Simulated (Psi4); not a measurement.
# SnH2O2 (SMILES [OH][Sn][OH]): SVWN5/def2-SVP (core potential)

What is the energy change on altering one bond length of SnH2O2 at SVWN5/def2-SVP (core potential)? 

Program for the calculation: Psi4 1.11.

2 further runs of the same task are left out: 2 set aside as unsound or not needed.

**1. The structure to begin with**

The species is SnH2O2 (5 atoms), meant as a singlet with charge 0. SMILES: `[OH][Sn][OH]`. Geometry: relaxed at PBE0-D4/def2-TZVP. This is one conformer, not always the lowest.

Bond lengths: O1–Sn2 1.987 Å, Sn2–O3 1.966 Å, O1–H4 0.960 Å, O3–H5 0.964 Å. Angles: O1–Sn2–O3 91.9°, Sn2–O1–H4 116.9°, Sn2–O3–H5 111.9°.

**2. Energy and gradient at SVWN5/def2-SVP (core potential)**

Contents of job.in:

```
memory 1.6 GB

molecule mol {
  0 1
  O     -0.984300     0.177800    -0.613800
  Sn    -0.153700    -0.943900     0.800900
  O      1.561800     0.002900     0.636100
  H     -1.901200    -0.005600    -0.831400
  H      1.527200     0.695100    -0.033300
  units angstrom
  symmetry c1
}

set {
  basis                def2-SVP
  puream               true
  e_convergence        1e-09
  d_convergence        1e-08
  scf_type             pk
  dft_radial_points    99
  dft_spherical_points 590
}

E, wfn = gradient('scf', dft_functional={"name": "SVWN5", "x_functionals": {"LDA_X": {}}, "c_functionals": {"LDA_C_VWN": {}}}, return_wfn=True)
```

Started as:

```sh
psi4 -n 1 job.in job.out
```

job.out:

```text
[...]
    !!!  WARNING: ECP capability is in beta. Please check occupations closely.  !!!
[...]
  Running in c1 symmetry.
[...]
  Nuclear repulsion =  127.037901285481269
[...]
  Multiplicity = 1
[...]
  Nalpha       = 20
  Nbeta        = 20
[...]
    Number of basis functions: 64
[...]
   @RKS iter   1:  -363.98963830241672   -1.09510e+00   1.70760e-02 ADIIS/DIIS
[...]
   @RKS iter  12:  -364.46516236977067   -4.66116e-12   9.25866e-09 DIIS
[...]
    Orbital Energies [Eh]
    ---------------------
    Doubly Occupied:
       1A    -18.588525     2A    -18.584238     3A     -4.870476
       4A     -3.258738     5A     -3.253476     6A     -3.250156
       7A     -0.945743     8A     -0.939328     9A     -0.929194
      10A     -0.926407    11A     -0.923224    12A     -0.849291
      13A     -0.821553    14A     -0.466741    15A     -0.407364
      16A     -0.326165    17A     -0.273054    18A     -0.271872
      19A     -0.243268    20A     -0.229196
[...]
  @RKS Final Energy:  -364.46516236977067
   => Energetics <=
    Nuclear Repulsion Energy =            127.0379012854812686
    One-Electron Energy =                -838.6566344489682479
    Two-Electron Energy =                 381.7188839117323482
    DFT Exchange-Correlation Energy =     -34.5653131180160713
    Empirical Dispersion Energy =           0.0000000000000000
    VV10 Nonlocal Energy =                  0.0000000000000000
    Total Energy =                       -364.4651623697706668
[...]
 Multipole Moments:
 ------------------------------------------------------------------------------------
     Multipole            Electronic (a.u.)      Nuclear  (a.u.)        Total (a.u.)
 ------------------------------------------------------------------------------------
 L = 1.  Multiply by 2.5417464519 to convert [e a0] to [Debye]
 Dipole X            :         -7.1652500            6.3334203           -0.8318297
 Dipole Y            :        -18.8724231           18.6165279           -0.2558953
 Dipole Z            :         14.7982114          -14.9107793           -0.1125679
 Magnitude           :                                                    0.8775503
[...]
  -Total Gradient:
     Atom            X                  Y                   Z
    ------   -----------------  -----------------  -----------------
       1       -0.014618807637    -0.007174054673     0.000554882887
       2        0.004661712997     0.006866935113    -0.004507311020
       3       -0.007426576271     0.008445306688    -0.011153628594
       4        0.015380621748     0.003629350595     0.003122519300
       5        0.001984271695    -0.011793026024     0.011999594106
[...]
```

Wall time 11 s (1 thread of Intel Xeon Platinum 8259CL at 2.50GHz (Skylake/Cascade Lake), shared host); peak memory 0.36 GiB.

**3. The distorted shape: the energy at SVWN5/def2-SVP (core potential)**

Contents of input.dat:

```
memory 1600 mb

molecule system {
  O
  Sn 1 1.987331
  O 2 4.326 1 91.90239
  H 1 0.960047 2 116.91622 3 179.97582
  H 3 0.963553 2 111.88835 1 0.00126
  symmetry c1
}

set basis def2-SVP
set puream true
set e_convergence 1e-09
set d_convergence 1e-08
set scf_type pk
set dft_radial_points 99
set dft_spherical_points 590

e, wfn = energy("scf", dft_functional={"name": "SVWN5", "x_functionals": {"LDA_X": {}}, "c_functionals": {"LDA_C_VWN": {}}}, return_wfn=True)
oeprop(wfn, "MAYER_INDICES", "QUADRUPOLE", "DIPOLE", title="SCF")
```

Started as:

```sh
psi4 input.dat output.dat -n 1
```

output.dat:

```text
[...]
    !!!  WARNING: ECP capability is in beta. Please check occupations closely.  !!!
[...]
  Running in c1 symmetry.
[...]
  Nuclear repulsion =   92.887470701840556
[...]
  Multiplicity = 1
[...]
  Nalpha       = 20
  Nbeta        = 20
[...]
    Number of basis functions: 64
[...]
   @RKS iter   1:  -363.63099190963914   -9.77899e-01   1.81993e-02 DIIS/ADIIS
[...]
   @RKS iter  70:  -364.29240076067418   -2.07308e-10   6.31377e-09 DIIS
[...]
    Orbital Energies [Eh]
    ---------------------
    Doubly Occupied:
       1A    -18.631580     2A    -18.517773     3A     -4.924391
       4A     -3.309848     5A     -3.308892     6A     -3.304207
       7A     -0.990693     8A     -0.980599     9A     -0.980535
      10A     -0.977352    11A     -0.976749    12A     -0.877992
      13A     -0.749351    14A     -0.492981    15A     -0.385130
      16A     -0.299244    17A     -0.295998    18A     -0.283882
      19A     -0.167448    20A     -0.153001
[...]
  @RKS Final Energy:  -364.29240076067418
   => Energetics <=
    Nuclear Repulsion Energy =             92.8874707018405559
    One-Electron Energy =                -769.6161750442211087
    Two-Electron Energy =                 346.8481481557744246
    DFT Exchange-Correlation Energy =     -34.4118445740680698
    Empirical Dispersion Energy =           0.0000000000000000
    VV10 Nonlocal Energy =                  0.0000000000000000
    Total Energy =                       -364.2924007606741839
[...]
 Multipole Moments:
 ------------------------------------------------------------------------------------
     Multipole            Electronic (a.u.)      Nuclear  (a.u.)        Total (a.u.)
 ------------------------------------------------------------------------------------
 L = 1.  Multiply by 2.5417464519 to convert [e a0] to [Debye]
 Dipole X            :          0.0002428           -0.0004765           -0.0002337
 Dipole Y            :         39.4743409          -36.7774416            2.6968993
 Dipole Z            :         17.3338586          -17.7968602           -0.4630017
 Magnitude           :                                                    2.7363546
 L = 2.  Multiply by 1.3450342976 to convert [e a0^2] to [Debye ang]
 Quadrupole XX       :        -25.8298628            0.0000005          -25.8298623
 Quadrupole XY       :          0.0015415           -0.0021697           -0.0006281
[...]
```

It took 22 s on 1 thread of Intel Xeon Platinum 8259CL at 2.50GHz (Skylake/Cascade Lake), shared host; peak memory 0.34 GiB.

**4. Results**

Level: SVWN5/def2-SVP (core potential).

| quantity | value |
| --- | --- |
| first shape: total energy | -364.46516 Eh |
| first shape: dipole moment | 2.23 D |
| first shape: HOMO energy | -6.24 eV |
| first shape: LUMO energy | -2.55 eV |
| first shape: HOMO–LUMO gap | 3.68 eV |
| first shape: largest force on an atom | 0.871 eV/Å |
| distorted shape: total energy | -364.29240 Eh |
| distorted shape: dipole moment | 6.96 D |
| distorted shape: HOMO energy | -4.16 eV |
| distorted shape: LUMO energy | -4.07 eV |
| distorted shape: HOMO–LUMO gap | 0.09 eV |
| energy change with the Sn2–O3 bond stretched from 1.966 to 4.326 Å | 4.701 eV |

In words: One bond (distorted shape) is far stretched, which a spin-restricted single reference describes badly; a broken-symmetry solution may lie lower. With the Sn2–O3 bond stretched from 1.966 to 4.326 Å the energy rises by 4.70 eV (454 kJ/mol). The first shape isn't relaxed at this level, so the change isn't measured from a minimum. A restricted reference can't describe the breaking bond well at this length. The largest force (first shape) is 0.87 eV/Å: the shape isn't a stationary point for this species at this level.
